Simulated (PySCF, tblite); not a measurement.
# C6H8F4: geometry, infrared bands, NMR shifts and electronic excitations

Wanted: the infrared bands, NMR shifts and electronic excitations of C6H8F4 (`C/C(=C\CF)CC(F)(F)F`), by calculation.

The runs use tblite 0.8.0 and PySCF 2.14.0, with density-fitted response routines of our own; the level of theory stands in each step. All values are computed, except where a source is named. Atoms are numbered from 0 throughout.

### 1 The starting structure

18 atoms, charge 0, multiplicity 1; geometry from: force field or distance geometry start.

Bonds of the start (Å): C0–C1 1.49, C1–C2 1.35, C2–C3 1.51, C3–F4 1.36, C1–C5 1.53, C5–C6 1.53, C6–F7 1.36, C6–F8 1.34, C6–F9 1.35, C0–H10 1.09, C0–H11 1.10, C0–H12 1.10, C2–H13 1.08, C3–H14 1.10, C3–H15 1.08, C5–H16 1.10, C5–H17 1.10.

### 2 Optimising the geometry with GFN2-xTB

The job: settings as JSON, then the geometry in Å.

```
{"job": {"kind": "relax", "xc": "GFN2-xTB", "basis": "xTB"}, "charge": 0, "multiplicity": 1}
C     -0.353000     1.309500    -0.762500
C     -0.088000    -0.068700    -0.251100
C     -1.019700    -0.935400     0.197100
C     -2.509000    -0.719300     0.288100
F     -3.151300    -1.683400    -0.422500
C      1.378700    -0.492900    -0.267700
C      2.315800     0.325700     0.622000
F      1.914800     0.322500     1.918200
F      2.408900     1.604600     0.220500
F      3.561500    -0.196400     0.598700
H      0.177900     1.478800    -1.699800
H     -1.421400     1.484500    -0.975800
H     -0.044600     2.065100    -0.024100
H     -0.720600    -1.923700     0.525900
H     -2.828500    -0.827000     1.340100
H     -2.851500     0.246600    -0.049200
H      1.478600    -1.542500     0.030100
H      1.742700    -0.441700    -1.299700
```

Run with:

```
OMP_NUM_THREADS=1 python probes_run.py task.json out
```

One launch serves the whole session: the jobs run in the order shown.

**Question.** This job is followed by: GFN2-xTB harmonic vibrations, gas phase; PBE0-D3(BJ)/def2-SVP geometry optimisation, gas phase; GIAO PBE0/pcSseg-1 NMR shielding, non-relativistic, gas phase; TDDFT B3LYP/def2-SVPD, vertical, gas phase, core orbitals frozen in the response; GIAO CAM-B3LYP/pcSseg-1 NMR shielding, non-relativistic, gas phase. Predict these results of the whole session: strongest single infrared mode (GFN2-xTB); zero-point energy (GFN2-xTB); point group; rotational constants (main isotopes); ¹³C shifts against TMS (PBE0/pcSseg-1); ¹H shifts against TMS (PBE0/pcSseg-1, means over atoms taken as alike); ¹⁹F shifts against CFCl3 (PBE0/pcSseg-1, means over atoms taken as alike); lowest singlet (B3LYP/def2-SVPD); lowest triplet; vertical ionisation energy (ΔSCF); range of the shift of F7.

The runs gave:

```
                                                                 quantity                                      value
                                strongest single infrared mode (GFN2-xTB)                      1063 cm⁻¹, 210 km/mol
                                             zero-point energy (GFN2-xTB)                              81.5 kcal/mol
                                                              point group                                         C1
                                     rotational constants (main isotopes)                       2.75, 0.59, 0.54 GHz
                                   ¹³C shifts against TMS (PBE0/pcSseg-1)  139.4, 136.2, 130.9, 80.1, 47.9, 18.7 ppm
   ¹H shifts against TMS (PBE0/pcSseg-1, means over atoms taken as alike)                 5.96, 5.05, 2.51, 1.85 ppm
¹⁹F shifts against CFCl3 (PBE0/pcSseg-1, means over atoms taken as alike)                          -78.2, -240.7 ppm
                                         lowest singlet (B3LYP/def2-SVPD)                6.69 eV (185 nm), f = 0.274
                                                           lowest triplet                                    4.23 eV
                                        vertical ionisation energy (ΔSCF)                                    9.69 eV
                                                 range of the shift of F7                         -78.2 to -67.4 ppm
```

**Reading.** Over 96 steps the energy fell by 0.128 eV; of the close pairs, C1–C2 changed most, 1.349 to 1.328 Å (GFN2-xTB). No mode is imaginary among the 48: a minimum at this level. The strongest single mode, at 1063 cm⁻¹, moves mainly C6. Unscaled tight-binding wavenumbers are off by several per cent, some by more. Its intensities can rank the bands wrongly. The optimisation took 11 steps and gained 0.188 eV; among the close pairs (by a distance rule), C2–C3 changed most, from 1.444 to 1.489 Å (PBE0/def2-SVP). No frequency check was run at this level, so the end point may be a saddle. H13 (hydrogen on an alkene CH) lies farthest downfield among hydrogen, at 5.96 ppm; olefinic region. At PBE0/pcSseg-1: The largest span, 222 ppm, is at C1, where the paramagnetic term is -215 ppm. The first singlet state (HOMO→LUMO 0.63, HOMO→LUMO+1 0.32) lies at 6.69 eV and is bright. The lowest triplet lies 2.46 eV below the lowest singlet (triplets in Tamm-Dancoff, singlets in full TDDFT). ΔSCF puts the ionisation energy at 9.69 eV, 2.19 eV above −ε(HOMO). In ppm, F7 (with its like atoms) moves most: its shift spreads over 10.8 ppm, from -78.2 (PBE0/pcSseg-1) to -67.4 (CAM-B3LYP/pcSseg-1). Most of that comes from the computed reference, not from the atom's own shielding.
